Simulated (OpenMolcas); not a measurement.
# Ru²⁺ among point charges: CASSCF levels and susceptibility

Aim: the splitting of the states of Ru²⁺ in the field of 6 point charges, its lowest levels with spin-orbit coupling and its magnetic susceptibility.

Method: state-averaged CASSCF, spin-orbit coupling by RASSI with atomic mean-field integrals. Code: OpenMolcas 26.06.

1 further run of the same task is left out (it didn't finish).

## Step 1: Starting point

```
Species                           : Ru²⁺ (ruthenium, Z = 44, 42 electrons)
Basis                             : ANO-RCC-VTZP [7s6p4d2f1g], 68 functions
Scalar Hamiltonian                : DKH2, point nucleus
Inactive shells                   : 1s 2s 2p 3s 3p 3d 4s 4p
Active space                      : 6 electrons in 5 orbitals (4d)
Some configurations of this space : 4d⁶
Orbitals                          : optimised for each spin and parity, averaged over all roots
```

Outer shells as boxes (Hund's rule):

4d6
```
4d [↑↓][↑ ][↑ ][↑ ][↑ ]
```

The ion sits among 6 point charges of -1.7 e arranged as an octahedron (Oh), 1.91 Å from the ion. The active orbitals were held to one l.

Each step is its own input file, run in one work folder so that later steps find the files of earlier ones. Labels, J, g values, rates, χT and fits are worked out afterwards by a script from the matrices that RASSI stores. The input lists half of the charges; inversion (Group=XYZ) makes the rest.

## Step 2: GATEWAY and SEWARD: basis and integrals

Contents of a.inp:

```
&GATEWAY
Coord
1

Ru 0.0 0.0 0.0
Basis=ANO-RCC-VTZP
Group=XYZ
NoMove
AngMom=0.0 0.0 0.0
AMFI
XField
3 Angstrom 0
1.910000 0.000000 0.000000 -1.700000
0.000000 1.910000 0.000000 -1.700000
0.000000 0.000000 1.910000 -1.700000
&SEWARD
```

Run with:

```sh
> OMP_NUM_THREADS=1 MOLCAS_MEM=1689 MOLCAS_PROJECT=a pymolcas a.inp > a.log
```

The program printed:

```text
Basis set label: RU.ANO-RCC...7S6P4D2F1G.

      Electronic valence basis set:
      ------------------
      Associated Effective Charge  44.000000 au
      Associated Actual Charge     44.000000 au
      Nuclear Model: Point charge

      Shell  nPrim  nBasis  Cartesian Spherical Contaminant
         s      21       7        X
         p      18       6        X
         d      13       4                 X
         f       6       2                 X
         g       4       1                 X
                  Relativistic Douglas-Kroll-Hess integrals:
                    - DKH order of Hamiltonian: 2
                    - DKH order of Properties : 0
                  Atomic mean-field integrals
```

## Step 3: Reference wave functions, quintets of even parity, 5 roots

Contents of a.inp:

```
&RASSCF
FileOrb=start.orb
Symmetry=1
Spin=5
nActEl=6 0 0
Inactive=9 9
Ras2=5 0
CIRoot=5 5 1
SDav=5
CIMx=300
Iter=120 100
PrWF=0.3
OrbListing=Nothing
MaxOrb=0
SupSym
1
20 4 5 6 7 8 10 11 12 13 14 18 19 20 21 22 23 24 25 26 27
0
>>> COPY $Project.JobIph JOB001
```

Run with:

```sh
> OMP_NUM_THREADS=1 MOLCAS_MEM=1689 MOLCAS_PROJECT=a pymolcas a.inp > a.log
```

start.orb holds the contracted functions of the basis, ordered by shell, or the orbitals of the step before.

The program printed, shortened:

```text
[...]
      Number of active orbitals                  5
[...]
      Spin quantum number                      2.0
[...]
      Active orbitals                            5   0
[...]
      Number of CSFs                             5
      Number of root(s) required                 5
[...]
      Convergence after  9 iterations
[...]
      Natural orbitals and occupation numbers for root  1
      sym 1:   2.000000   1.000000   1.000000   1.000000   1.000000
      Natural orbitals and occupation numbers for root  2
      sym 1:   1.000000   2.000000   1.000000   1.000000   1.000000
      Natural orbitals and occupation numbers for root  3
      sym 1:   1.000000   1.000000   1.000000   2.000000   1.000000
::    RASSCF root number  1 Total energy:  -4532.29182845
::    RASSCF root number  2 Total energy:  -4532.29182845
::    RASSCF root number  3 Total energy:  -4532.29182845
::    RASSCF root number  4 Total energy:  -4532.21950604
::    RASSCF root number  5 Total energy:  -4532.21950604
```

## Step 4: Reference wave functions, triplets of even parity, 45 roots

Contents of a.inp:

```
&RASSCF
FileOrb=start.orb
Symmetry=1
Spin=3
nActEl=6 0 0
Inactive=9 9
Ras2=5 0
CIRoot=45 45 1
SDav=45
CIMx=300
Iter=120 100
PrWF=0.3
OrbListing=Nothing
MaxOrb=0
SupSym
1
20 4 5 6 7 8 10 11 12 13 14 18 19 20 21 22 23 24 25 26 27
0
>>> COPY $Project.JobIph JOB002
```

The program printed, shortened:

```text
[...]
      Number of active orbitals                  5
[...]
      Spin quantum number                      1.0
[...]
      Active orbitals                            5   0
[...]
      Number of CSFs                            45
      Number of root(s) required                45
[...]
      Convergence after  8 iterations
[...]
      Natural orbitals and occupation numbers for root  1
      sym 1:   1.140745   1.843630   0.158383   1.961451   0.895791
      Natural orbitals and occupation numbers for root  2
      sym 1:   1.961761   1.181291   0.853029   1.803073   0.200847
      Natural orbitals and occupation numbers for root  3
      sym 1:   1.960974   1.920224   0.077392   1.064150   0.977259
::    RASSCF root number  1 Total energy:  -4532.26070930
::    RASSCF root number  2 Total energy:  -4532.26070930
::    RASSCF root number  3 Total energy:  -4532.26070930
[...]
::    RASSCF root number 27 Total energy:  -4532.13580919
::    RASSCF root number 28 Total energy:  -4532.13580919
::    RASSCF root number 29 Total energy:  -4532.13580919
::    RASSCF root number 30 Total energy:  -4532.13317106
```

## Step 5: Reference wave functions, singlets of even parity, 50 roots

Contents of a.inp:

```
&RASSCF
FileOrb=start.orb
Symmetry=1
Spin=1
nActEl=6 0 0
Inactive=9 9
Ras2=5 0
CIRoot=50 50 1
SDav=50
CIMx=300
Iter=120 100
PrWF=0.3
OrbListing=Nothing
MaxOrb=0
SupSym
1
20 4 5 6 7 8 10 11 12 13 14 18 19 20 21 22 23 24 25 26 27
0
>>> COPY $Project.JobIph JOB003
```

Run with:

```sh
> OMP_NUM_THREADS=1 MOLCAS_MEM=1689 MOLCAS_PROJECT=a pymolcas a.inp > a.log
```

The program printed, shortened:

```text
[...]
      Number of active orbitals                  5
[...]
      Spin quantum number                      0.0
[...]
      Active orbitals                            5   0
[...]
      Number of CSFs                            50
      Number of root(s) required                50
[...]
      Convergence after  7 iterations
[...]
      Natural orbitals and occupation numbers for root  1
      sym 1:   1.971136   1.971136   0.043296   1.971136   0.043296
      Natural orbitals and occupation numbers for root  2
      sym 1:   1.979885   1.114371   0.891414   1.869026   0.145304
      Natural orbitals and occupation numbers for root  3
      sym 1:   1.978703   1.839084   0.860549   1.145673   0.175992
::    RASSCF root number  1 Total energy:  -4532.27065346
::    RASSCF root number  2 Total energy:  -4532.22692202
::    RASSCF root number  3 Total energy:  -4532.22692202
[...]
::    RASSCF root number 27 Total energy:  -4532.09113095
::    RASSCF root number 28 Total energy:  -4532.09113095
::    RASSCF root number 29 Total energy:  -4532.08810719
::    RASSCF root number 30 Total energy:  -4532.08088345
```

## Step 6: State interaction with spin-orbit coupling

Contents of a.inp:

```
&RASSI
NrOfJobIphs=3 5 45 50
1 2 3 4 5
1 2 3 4 5 6 7 8 9 10 11 12 13 14 15 16 17 18 19 20 21 22 23 24 25 26 27
28 29 30 31 32 33 34 35 36 37 38 39 40 41 42 43 44 45
1 2 3 4 5 6 7 8 9 10 11 12 13 14 15 16 17 18 19 20 21 22 23 24 25 26 27
28 29 30 31 32 33 34 35 36 37 38 39 40 41 42 43 44 45 46 47 48 49 50
IphNames
JOB001
JOB002
JOB003
EJob
SpinOrbit
DIPRint=1.0
SOCoupling=1000.0
Subsets=2
Property=9
'ANGMOM' 1 'ANGMOM' 2 'ANGMOM' 3 'MLTPL  1' 1 'MLTPL  1' 2 'MLTPL  1' 3
'AMFI' 1 'AMFI' 2 'AMFI' 3
SOProperty=3
'ANGMOM' 1 'ANGMOM' 2 'ANGMOM' 3
```

The program printed:

```text
SPIN-FREE ENERGIES:
  (Shifted by EMIN (a.u.) =      -4532.2918284453)

 SF State       Relative EMIN(au)   Rel lowest level(eV)    D:o, cm**(-1)      L_eff

     1             0.0000000000        0.0000000000              0.0000         2.0
     2             0.0000000000        0.0000000000              0.0000         2.0
     3             0.0000000000        0.0000000000              0.0000         2.0
    51             0.0211749866        0.5762007397           4647.3724         4.6
     6             0.0311191488        0.8467951773           6829.8637         3.7
     7             0.0311191488        0.8467951773           6829.8637         3.7
     8             0.0311191488        0.8467951773           6829.8637         3.7
     9             0.0501451617        1.3645193645          11005.5909         4.0
    10             0.0501451617        1.3645193645          11005.5909         4.0
    11             0.0501451617        1.3645193645          11005.5909         4.0
    52             0.0649064214        1.7661937016          14245.3129         5.2
    53             0.0649064214        1.7661937016          14245.3129         5.2
    54             0.0649064214        1.7661937016          14245.3129         5.2
     4             0.0723224004        1.9679927721          15872.9322         2.0
     5             0.0723224004        1.9679927721          15872.9322         2.0
    14             0.0799891906        2.1766167609          17555.5981         4.4
    12             0.0799891906        2.1766167609          17555.5981         4.4
    13             0.0799891906        2.1766167609          17555.5981         4.4
    16             0.0871841528        2.3724016570          19134.7098         4.3
    15             0.0871841528        2.3724016570          19134.7098         4.3
    17             0.0871841528        2.3724016570          19134.7098         4.3
    19             0.0898144214        2.4439749108          19711.9870         4.1
    18             0.0898144214        2.4439749108          19711.9870         4.1
    22             0.0980558239        2.6682348975          21520.7658         3.0
    20             0.0980558239        2.6682348975          21520.7658         3.0
    21             0.0980558239        2.6682348975          21520.7658         3.0
    55             0.1012741092        2.7558089031          22227.0978         5.1
    56             0.1012741092        2.7558089031          22227.0978         5.1
    57             0.1012741092        2.7558089031          22227.0978         5.1
    24             0.1157951839        3.1509474746          25414.1053         2.6
    25             0.1157951839        3.1509474746          25414.1053         2.6
    23             0.1157951839        3.1509474746          25414.1053         2.6
    58             0.1225450998        3.3346220445          26895.5406         4.4
    59             0.1225450998        3.3346220445          26895.5406         4.4
    60             0.1250393116        3.4024930042          27442.9568         4.2
    61             0.1250393116        3.4024930042          27442.9568         4.2
    62             0.1250393116        3.4024930042          27442.9568         4.2
    63             0.1252864823        3.4092188612          27497.2045         4.4
    26             0.1257107702        3.4207643245          27590.3250         3.0
    64             0.1438475053        3.9142900273          31570.8782         4.5
Eigenvalues of complex Hamiltonian:
   -----------------------------------
  (Shifted by EMIN (a.u.) =      -4532.2918284453)

 SO State       Relative EMIN(au)   Rel lowest level(eV)    D:o, cm**(-1)     J-value

     1            -0.0041421495        0.0000000000              0.0000         2.9
     2            -0.0041421495        0.0000000000              0.0000         3.0
     3            -0.0041421495        0.0000000000              0.0000         3.2
     4            -0.0026238196        0.0413158620            333.2349         2.7
     5            -0.0026238196        0.0413158620            333.2349         2.6
     6            -0.0022085190        0.0526167676            424.3829         2.8
     7            -0.0022085190        0.0526167676            424.3829         2.8
     8            -0.0022085190        0.0526167676            424.3829         2.2
     9            -0.0006662588        0.0945838038            762.8698         2.1
    10             0.0005724077        0.1282896373           1034.7257         1.8
    11             0.0005724077        0.1282896373           1034.7257         2.3
    12             0.0005724077        0.1282896373           1034.7257         1.8
    13             0.0009594599        0.1388218633           1119.6738         2.0
    14             0.0009594599        0.1388218633           1119.6738         2.0
    15             0.0009594599        0.1388218633           1119.6738         1.7
    16             0.0156741339        0.5392285424           4349.1715         3.4
    17             0.0286633161        0.8926821967           7199.9675         3.0
    18             0.0286633161        0.8926821967           7199.9675         3.6
    19             0.0294620464        0.9144167533           7375.2685         2.6
    20             0.0294620464        0.9144167533           7375.2685         3.5
    21             0.0294620464        0.9144167533           7375.2685         3.5
    22             0.0335145992        1.0246923347           8264.7010         2.8
    23             0.0335145992        1.0246923347           8264.7010         3.3
    24             0.0335145992        1.0246923346           8264.7010         3.3
    25             0.0403264686        1.2100527438           9759.7336         3.3
    26             0.0468873475        1.3885833530          11199.6800         2.8
    27             0.0468873475        1.3885833530          11199.6800         3.5
    28             0.0468873475        1.3885833530          11199.6800         3.5
    29             0.0487209011        1.4384768867          11602.0985         2.9
    30             0.0487209011        1.4384768867          11602.0985         3.6
    31             0.0510172747        1.5009643976          12106.0943         3.3
    32             0.0510172747        1.5009643976          12106.0943         3.5
    33             0.0510172747        1.5009643976          12106.0943         3.5
    34             0.0520157735        1.5281349327          12325.2394         3.7
    35             0.0636124057        1.8436953723          14870.4060         3.6
    36             0.0636124057        1.8436953723          14870.4060         4.1
    37             0.0636124057        1.8436953723          14870.4060         4.2
    38             0.0703808405        2.0278738659          16355.9058         2.3
    39             0.0706818401        2.0360644820          16421.9675         2.3
    40             0.0706818401        2.0360644820          16421.9675         2.4
    41             0.0708364618        2.0402719530          16455.9031         2.6
Weights of the five most important spin-orbit-free states for each spin-orbit state.

 SO State  Total energy (au)           Spin-free states, spin, and weights
 -------------------------------------------------------------------------------------------------------
    1        -0.004142       3 2.0  0.3482    1 2.0  0.3221    2 2.0  0.3202   26 1.0  0.0028    9 1.0  0.0012
    2        -0.004142       2 2.0  0.3477    1 2.0  0.3266    3 2.0  0.3162   26 1.0  0.0028    9 1.0  0.0011
    3        -0.004142       1 2.0  0.3417    3 2.0  0.3261    2 2.0  0.3226   26 1.0  0.0028   11 1.0  0.0014
    4        -0.002624       3 2.0  0.6261    2 2.0  0.1894    1 2.0  0.1529    8 1.0  0.0111   11 1.0  0.0038
    5        -0.002624       1 2.0  0.4927    2 2.0  0.4562    3 2.0  0.0195    6 1.0  0.0088    7 1.0  0.0081
    6        -0.002209       2 2.0  0.4873    3 2.0  0.4124    1 2.0  0.0766    6 1.0  0.0053    8 1.0  0.0031
    7        -0.002209       3 2.0  0.4684    2 2.0  0.3857    1 2.0  0.1222    6 1.0  0.0043    7 1.0  0.0043
    8        -0.002209       1 2.0  0.7776    2 2.0  0.1033    3 2.0  0.0955    8 1.0  0.0054    7 1.0  0.0042
    9        -0.000666       3 2.0  0.3042    2 2.0  0.3042    1 2.0  0.3042    6 1.0  0.0208    7 1.0  0.0208
   10         0.000572       3 2.0  0.4387    1 2.0  0.4245    2 2.0  0.1045    8 1.0  0.0137    6 1.0  0.0114
   11         0.000572       2 2.0  0.4246    3 2.0  0.4218    1 2.0  0.1214    8 1.0  0.0134    7 1.0  0.0115
   12         0.000572       2 2.0  0.4386    1 2.0  0.4219    3 2.0  0.1072    7 1.0  0.0137    6 1.0  0.0134
```

Time for these steps: 25 s (1 thread, shared host).

Spin-free states, with their symmetry labels:

```
state  degeneracy  E (cm-1)  free-ion L (%)
  5T2           3         0         D (100)
  1A1           1      4647          G (53)
  3T1           3      6830          H (46)
  3T2           3     11006          H (38)
  1T1           3     14245          I (59)
   5E           2     15873         D (100)
  3T1           3     17556          H (68)
  3T2           3     19135          G (53)
   3E           2     19712          G (48)
  3T1           3     21521          P (41)
  1T2           3     22227          I (69)
  3T2           3     25414          D (49)
   1E           2     26896          G (75)
  1T2           3     27443          D (35)
  1A1           1     27497          I (52)
  3A2           1     27590         F (100)
  1T1           3     31571          G (50)
  3T1           3     31911          H (53)
  1A2           1     32459          I (67)
   3E           2     32974          H (63)
  3T2           3     34242          F (38)
  1T2           3     34269          F (36)
  3A1           1     34821         G (100)
   1E           2     38180          D (49)
```

With spin-orbit coupling:

```
E (cm-1)  Degeneracy  Label  2S+1
     0.0           3     T2     5
   333.2           2      E     5
   424.4           3     T1     5
   762.9           1     A1     5
    1035           3     T1     5
    1120           3     T2     5
    4349           1     A1     1
    7200           2      E     3
    7375           3     T2     3
    8265           3     T1     3
    9760           1     A1     3
   11200           3     T1     3
   11602           2      E     3
   12106           3     T2     3
   12325           1     A2     3
   14870           3     T1     1
   16356           1     A1     5
   16422           2      E     5
   16456           3     T1     5
   16488           3     T2     5
   16553           1     A2     5
   18059           2      E     3
   18205           3     T2     3
   18595           3     T1     3
```

The table of states holds 24 of 43 computed; the rest, higher up, is left out.

Powder χT (cm³ K/mol): 3.15 at 2 K, 3.17 at 5 K, 3.20 at 10 K, 3.26 at 20 K, 3.45 at 50 K, 3.75 at 100 K, 3.97 at 150 K, 4.10 at 200 K, 4.18 at 250 K, 4.21 at 300 K.

Orbitals of the lowest block (energies include the constant potential of the surroundings):

```
shell     space  energy (hartree)  mean occupation  ⟨r²⟩ (bohr²)
   1s  inactive         -814.7858            2.000       0.00147
   2s  inactive         -118.3762            2.000        0.0249
   2p  inactive         -105.6291            6.000        0.0197
   3s  inactive          -20.4538            2.000         0.183
   3p  inactive          -16.1413            6.000         0.187
   3d  inactive           -9.1850           10.000         0.175
   4s  inactive           -1.4206            2.000          1.18
   4p  inactive           -0.1132            6.000          1.44
   4d      RAS2                              6.000          3.06
```

## Step 7: Summary of results

| quantity | value |
| --- | --- |
| method | CASSCF |
| spin-free ground state | 5T2, 3-fold in its orbital part |
| first state of the same spin within the active space | 5E at 15900 cm⁻¹ |
| lowest level | 3-fold T2 |
| next level | 333.2 cm⁻¹ |
| χT at 300 K | 4.21 cm³ K/mol |
| effective moment at 300 K | 5.80 μB |

The spin-free ground state (5T2) comes to 100 % from free-ion D terms and keeps the highest spin of the shell. χT at 300 K is 4.21, against 3.01 cm³ K/mol for the spin alone, so orbital moment adds to it. An active space of the d shell alone favours high spin; real ions in strong fields can be low spin. The field of point charges can differ much from that of real complexes. With metal d orbitals alone active, the gaps between spin states are rough; where two lie within a few thousand cm-1, their order is open. This is an electrostatic model: the charges have no orbitals.
